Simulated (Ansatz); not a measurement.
# C2H3In (SMILES C#[C][InH2]): PBE/def2-SVPD (core potential)

What is the electronic atomisation energy of C2H3In at PBE/def2-SVPD (core potential)? 

The calculation is run with Ansatz 0.2.0.

48 further runs of the same task are left out: 1 that didn't finish, 47 set aside as unsound or not needed.

## (1) The structure to begin with

C2H3In: 6 atoms, total charge 0, spin state singlet. SMILES: `C#[C][InH2]`. Geometry: relaxed at PBE0-D4/def2-TZVP.

Bond lengths: C1–C2 1.210 Å, C2–In3 2.097 Å, C1–H4 1.067 Å, In3–H5 1.713 Å, In3–H6 1.713 Å. Angles: C1–C2–In3 180.0°, C2–C1–H4 180.0°, C2–In3–H5 117.0°, C2–In3–H6 117.0°, H5–In3–H6 126.0°.

## (2) A single-point energy at PBE/def2-SVPD (core potential)

File in.yaml:

```yaml
crystal:
  periodic: [false, false, false]
  atoms:
    - {symbol: C, position_ang: [-0.186600, -1.928000, 0.015100]}
    - {symbol: C, position_ang: [-0.070400, -0.723400, 0.005900]}
    - {symbol: In, position_ang: [0.131900, 1.363900, -0.010600]}
    - {symbol: H, position_ang: [-0.289000, -2.989600, 0.023300]}
    - {symbol: H, position_ang: [0.673500, 2.081500, -1.468800]}
    - {symbol: H, position_ang: [-0.259400, 2.195500, 1.435000]}
basis:
  gaussian:
    orbitals: def2-SVPD
hamiltonian:
  xc: pbe
output:
  orbitals: {seedname: orbitals}
accuracy: high
```

Command:

```
$ ansatz run in.yaml --threads 1 --pin off --max-ram 3480MiB --events-out events.jsonl --progress --plain --runs-dir runs
```

What it wrote:

```text
Warning: RAYON_NUM_THREADS=1 ignored (pool sized by the plan → 1); use --threads N
Functional definition: PBE
  name "PBE"
  parameter kappa = 0.804
  parameter beta = 0.06672455060314922
  exchange = pbe_x(kappa = kappa, mu = beta*pi^2/3)
  correlation = pbe_c(beta = beta)
2051 factors; integrals over basis functions are off by at most 3.2e-9 eV
mean field evaluation 1: about -7282.2044 eV, gradient 4.9e1 eV
mean field evaluation 2: about -7235.6822 eV, gradient 1.1e2 eV
mean field evaluation 4: about -7287.4955 eV, gradient 2.7e1 eV
mean field evaluation 8: about -7289.3042 eV, gradient 2.7e-1 eV
mean field evaluation 16: about -7289.3044 eV, gradient 4.7e-7 eV
mean field -7289.30439091 eV, -267.8769954981 hartree, gradient 3.8e-8 eV, S^2 0.000000; 0 other end points of the search recorded, 0 dependent functions left out
reference -7289.30439607 eV, -267.8769956875 hartree; 18, 18 occupied and 78, 78 virtual orbitals, 2051 factors
Total energy: -7289.30439607 eV, -267.8769956875 hartree
```

Wall time 6.3 s (1 thread of Arm Neoverse V2, shared host); peak memory 0.25 GiB.

## (3) The C atom at the same level

File molecule.yaml:

```yaml
crystal:
  periodic: [false, false, false]
  atoms:
    - {symbol: C, position_ang: [0.000000, 0.000000, 0.000000]}
basis:
  gaussian: {orbitals: def2-SVPD}
magnetization: {spin_polarized: true, initial_magnetization: 2}
hamiltonian: {xc: {name: PBE}}
accuracy: high
```

Run the same way, it converges to -37.75219 Eh (log not shown).

## (4) The H atom

File molecule.yaml:

```yaml
crystal:
  periodic: [false, false, false]
  atoms:
    - {symbol: H, position_ang: [0.000000, 0.000000, 0.000000]}
basis:
  gaussian:
    orbitals: def2-SVPD
hamiltonian:
  xc: {name: PBE}
magnetization:
  spin_polarized: true
  initial_magnetization: 1
accuracy: high
```

Run the same way, it converges to -0.49863 Eh (log not shown).

## (5) The In atom at the same level

File run.yaml:

```yaml
basis:
  gaussian:
    orbitals: def2-SVPD
crystal:
  periodic: [false, false, false]
  atoms:
    - {symbol: In, position_ang: [0.000000, 0.000000, 0.000000]}
total_charge: 0
magnetization:
  spin_polarized: true
  initial_magnetization: 1
hamiltonian:
  xc: {name: PBE}
accuracy: high
```

Run the same way, it converges to -190.11214 Eh (log not shown).

## (6) What came out

At PBE/def2-SVPD (core potential):

```
                     quantity          value
       molecule: total energy  -267.87700 Eh
        molecule: HOMO energy       -6.62 eV
        molecule: LUMO energy       -2.76 eV
      molecule: HOMO–LUMO gap        3.86 eV
         C atom: total energy   -37.75219 Eh
                 C atom: ⟨S²⟩          2.003
         H atom: total energy    -0.49863 Eh
                 H atom: ⟨S²⟩          0.750
        In atom: total energy  -190.11214 Eh
                In atom: ⟨S²⟩          0.752
electronic atomisation energy      20.805 eV
```

What this shows: Taking the molecule apart into free atoms costs 20.81 eV (2007 kJ/mol), before zero-point energy and without spin-orbit coupling.
